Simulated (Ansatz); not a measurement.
# ClH2NSn: the cost of one run

All numbers below are computed with Ansatz 0.2.0 (RKS revPBE-D4/def2-SVP).

### Step 1. The structure to begin with

Bond lengths: N1–Sn2 2.008 Å, Sn2–Cl3 2.330 Å, N1–H4 1.105 Å, N1–H5 1.049 Å. Angles: N1–Sn2–Cl3 107.8°, Sn2–N1–H4 108.1°, Sn2–N1–H5 110.9°, H4–N1–H5 106.4°.

Structure file:

```xyz
5

N    -0.8326    0.5287   -0.2762
Sn   -0.1417   -0.6319    1.2101
Cl    1.9974   -1.3428    0.6206
H    -0.1274    1.3684   -0.4110
H    -0.8459    0.0040   -1.1850
```

### Step 2. Relaxing end A

File input.yaml:

```yaml
crystal:
  periodic: [false, false, false]
  atoms:
    - { symbol: "N", position_ang: [-0.8326, 0.5287, -0.2762] }
    - { symbol: Sn, position_ang: [-0.1417, -0.6319, 1.2101] }
    - { symbol: Cl, position_ang: [1.9974, -1.3428, 0.6206] }
    - { symbol: H, position_ang: [-0.1274, 1.3684, -0.411] }
    - { symbol: H, position_ang: [-0.8459, 0.004, -1.185] }
basis:
  gaussian: { orbitals: def2-SVP }
hamiltonian:
  xc: revpbe
  dispersion: d4
relax:
  f_tol: 0.015
  max_steps: 40
```

Run with:

```sh
$ ansatz run input.yaml --threads 1 --pin off --max-ram 2048MiB --backend cpu --events-out ev --progress --plain --runs-dir out
```

Q: Estimate wall time and peak memory on 1 thread of an x86-64 CPU, shared host.

About 28 s, with a peak of 0.14 GiB.
